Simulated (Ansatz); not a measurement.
Wanted: the native input for an Ansatz 0.2.0 run.

```
Task                : single point
Functional          : PBE
Potentials or basis : Ansatz PAW
Cutoff              : 420 eV (not typed: the program's choice for these potentials)
k mesh              : 4 × 4 × 7
Occupations         : fermi-dirac, width 0.05 eV
Spin                : collinear spin, ferromagnetic start
Starting moments    : [2.5, 0.0, 0.0, 0.0, 0.0] μB
Fixed moment        : 2.5 μB
```

Crystal: CoCl2O2.

```xyz
5
Lattice="3.5809 -3.9270 0.0000 3.5809 3.9270 0.0000 -0.4204 0.0000 3.4576" Properties=species:S:1:pos:R:3 pbc="T T T"
Co    0.0000    0.0000    0.0000
Cl    5.3026    0.0000    1.4797
Cl    1.4388    0.0000    1.9780
O     3.5809   -2.2921    0.0000
O     3.5809    2.2921    0.0000
```

The cell comes from a database or a generator and needn't be the stable form of this composition.

The input as run:

input.yaml

```yaml
crystal:
  lattice:
    - [3.580871, -3.926953, 0.0]
    - [3.580871, 3.926953, 0.0]
    - [-0.420397, 0.0, 3.457614]
  atoms:
    - { symbol: Co, position: [0.0, 0.0, 0.0], spin: 2.5 }
    - { symbol: Cl, position: [0.765523, 0.765523, 0.427941] }
    - { symbol: Cl, position: [0.234477, 0.234477, 0.572059] }
    - { symbol: O, position: [0.791837, 0.208163, 0.0] }
    - { symbol: O, position: [0.208163, 0.791837, 0.0] }
hamiltonian:
  xc: pbe
  pseudopotentials: { kind: paw }
magnetization:
  spin_polarized: true
  initial_magnetization: 2.5
  spin_locking: { lock_magnetization: hard }
kpoints:
  mp_grid: { grid: [4, 4, 7] }
scf:
  occupations: { method: fermi_dirac, width: 0.05 }
  lower_state_search: "off"
output:
  forces: true
  stress: true
  eigenvalues: true
```

Potentials or basis: Ansatz PAW.

The run is started by

```bash
$ ansatz run input.yaml --threads 2 --pin off --max-ram 5632MiB --backend cpu --events-out ev --progress --plain --runs-dir out
```

It gave:

```json
{
  "Pressure": "0.5 GPa",
  "Largest force": "0.811 eV/Å",
  "Net moment": "2.50 μB per cell",
  "Absolute moment": "2.58 μB per cell",
  "Site moments": "Co +1.01; Cl +0.16; O +0.37 μB"
}
```

Caveat: the total moment is fixed, so each spin has its own Fermi level; a cell with one magnetic atom can't hold antiferromagnetic order, which such compounds often take; the thresholds are loose for stress.

It took 11 s on 2 threads of Arm Neoverse V2 (shared host), peak memory 0.44 GiB.
